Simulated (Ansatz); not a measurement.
# B6N7 zinc blende off sphere (B₆N₇H₂₀+): geometry, orbitals and charge

Aim: characterise B6N7 zinc blende off sphere (B₆N₇H₂₀+) as a singlet: its structure, frontier levels and distribution of charge.

Method: RKS PBE0-D4/def2-TZVP; program: Ansatz 0.2.0, Gaussian basis.

Levels to be run: relaxation at r2SCAN-D4/def2-SVP; a single point at PBE0-D4/def2-TZVP.

**1. The starting structure**

33 atoms, charge 1, spin multiplicity 1.

Atoms are counted from 1 here; the program's logs count them from 0.

Bond lengths: N1–B9 1.604 Å, N1–B10 1.568 Å, N1–H14 1.016 Å, N1–H15 1.017 Å, N2–B8 1.586 Å, N2–B11 1.586 Å, N2–H16 1.014 Å, N2–H17 1.015 Å, N3–B9 1.567 Å, N3–B12 1.567 Å, N3–H18 1.016 Å, N3–H19 1.015 Å, N4–B8 1.617 Å, N4–B9 1.531 Å, N4–B13 1.542 Å, N4–H20 1.013 Å, N5–B10 1.554 Å, N5–B13 1.625 Å and more. Angles: B9–N1–B10 114.3°, B9–N1–H14 109.0°, B9–N1–H15 107.6°, B10–N1–H14 110.6°, B10–N1–H15 109.6°, H14–N1–H15 105.3°, B8–N2–B11 121.1°, B8–N2–H16 104.3°, B8–N2–H17 110.4°, B11–N2–H16 104.4°, B11–N2–H17 110.4°, H16–N2–H17 104.6°, B9–N3–B12 114.0°, B9–N3–H18 112.2°, B9–N3–H19 105.8°, B12–N3–H18 112.2°, B12–N3–H19 105.7°, H18–N3–H19 106.3° and more.

Coordinates:

```xyz
33
charge 1, multiplicity 1
N     0.49216   -2.27296    0.40411
N    -1.60642    1.60789   -1.34664
N     0.55902   -0.55911   -1.45126
N    -1.28911   -0.46467    0.21965
N     0.44047   -0.44095    2.10196
N     0.46299    1.29001    0.22078
N     2.27185   -0.49117    0.40339
B    -2.35220    0.39958   -0.63941
B    -0.42978   -1.42915   -0.60176
B     1.39795   -1.39769    1.33765
B    -0.40119    2.35481   -0.63575
B     1.42733    0.43125   -0.60166
B    -0.48216    0.48096    1.13236
H     1.05777   -2.92509   -0.13250
H    -0.12186   -2.85280    0.96985
H    -2.32060    2.32030   -1.44499
H    -1.35849    1.36204   -2.29917
H     1.12469   -1.12354   -2.07822
H    -0.02492    0.02427   -2.04259
H    -1.92922   -1.00429    0.78918
H    -0.18131   -0.96214    2.71408
H     0.96154    0.18237    2.71254
H     1.00261    1.92974    0.79084
H     2.92296   -1.05698   -0.13425
H     2.85244    0.12201    0.96921
H    -2.82712   -0.30533   -1.47268
H    -3.14970    0.83339    0.12249
H    -1.05038   -2.18069   -1.27793
H     2.06673   -2.06472    2.06121
H     0.30460    2.83357   -1.46606
H    -0.83815    3.14827    0.12860
H     2.17758    1.05338   -1.27786
H    -1.16007    1.15743    1.82483
```

The ion is computed in the gas phase, without counter-ions or solvent.

The start is a GFN2-xTB geometry.

**2. Relaxation at r2SCAN-D4/def2-SVP**

Input file in.yaml:

```yaml
crystal:
  periodic: [false, false, false]
  atoms:
    - {symbol: N, position_ang: [0.492160, -2.272960, 0.404110]}
    - {symbol: N, position_ang: [-1.606420, 1.607890, -1.346640]}
    - {symbol: N, position_ang: [0.559020, -0.559110, -1.451260]}
    - {symbol: N, position_ang: [-1.289110, -0.464670, 0.219650]}
    - {symbol: N, position_ang: [0.440470, -0.440950, 2.101960]}
    - {symbol: N, position_ang: [0.462990, 1.290010, 0.220780]}
    - {symbol: N, position_ang: [2.271850, -0.491170, 0.403390]}
    - {symbol: B, position_ang: [-2.352200, 0.399580, -0.639410]}
    - {symbol: B, position_ang: [-0.429780, -1.429150, -0.601760]}
    - {symbol: B, position_ang: [1.397950, -1.397690, 1.337650]}
    - {symbol: B, position_ang: [-0.401190, 2.354810, -0.635750]}
    - {symbol: B, position_ang: [1.427330, 0.431250, -0.601660]}
    - {symbol: B, position_ang: [-0.482160, 0.480960, 1.132360]}
    - {symbol: H, position_ang: [1.057770, -2.925090, -0.132500]}
    - {symbol: H, position_ang: [-0.121860, -2.852800, 0.969850]}
    - {symbol: H, position_ang: [-2.320600, 2.320300, -1.444990]}
    - {symbol: H, position_ang: [-1.358490, 1.362040, -2.299170]}
    - {symbol: H, position_ang: [1.124690, -1.123540, -2.078220]}
    - {symbol: H, position_ang: [-0.024920, 0.024270, -2.042590]}
    - {symbol: H, position_ang: [-1.929220, -1.004290, 0.789180]}
    - {symbol: H, position_ang: [-0.181310, -0.962140, 2.714080]}
    - {symbol: H, position_ang: [0.961540, 0.182370, 2.712540]}
    - {symbol: H, position_ang: [1.002610, 1.929740, 0.790840]}
    - {symbol: H, position_ang: [2.922960, -1.056980, -0.134250]}
    - {symbol: H, position_ang: [2.852440, 0.122010, 0.969210]}
    - {symbol: H, position_ang: [-2.827120, -0.305330, -1.472680]}
    - {symbol: H, position_ang: [-3.149700, 0.833390, 0.122490]}
    - {symbol: H, position_ang: [-1.050380, -2.180690, -1.277930]}
    - {symbol: H, position_ang: [2.066730, -2.064720, 2.061210]}
    - {symbol: H, position_ang: [0.304600, 2.833570, -1.466060]}
    - {symbol: H, position_ang: [-0.838150, 3.148270, 0.128600]}
    - {symbol: H, position_ang: [2.177580, 1.053380, -1.277860]}
    - {symbol: H, position_ang: [-1.160070, 1.157430, 1.824830]}
basis:
  gaussian: {orbitals: def2-SVP}
total_charge: 1
hamiltonian: {xc: r2scan, dispersion: d4}
scf: {lower_state_search: "off"}
output: {orbitals: {seedname: orbitals}}
relax: {f_tol: 0.03, max_steps: 70}
```

Command:

```sh
$ ansatz run in.yaml --threads 2 --pin off --events-out ev --progress --plain --max-ram 22528MiB --backend cuda --devices 0, --max-vram 18GiB
```

The runs that follow: Single point, PBE0-D4/def2-TZVP.

Q: Predict the results of all the runs planned. Wanted: point group; commonest bond, hydrogen aside; HOMO, LUMO at PBE0-D4/def2-TZVP.

**Answer**, as computed:

| quantity | value |
| --- | --- |
| point group | Cs |
| commonest bond, hydrogen aside | B–N, 16 of mean length 1.587 Å |
| HOMO, LUMO at PBE0-D4/def2-TZVP | -10.96, -4.08 eV |

**Reading.** The molecule keeps its bonding pattern by the stored test; the atoms moved 0.05 Å (rms). No usable vibrations, so a minimum isn't proven. Whether this spin is the lowest isn't tested here. The point group is read from a loosely relaxed geometry; soft torsions can leave it below the true symmetry.
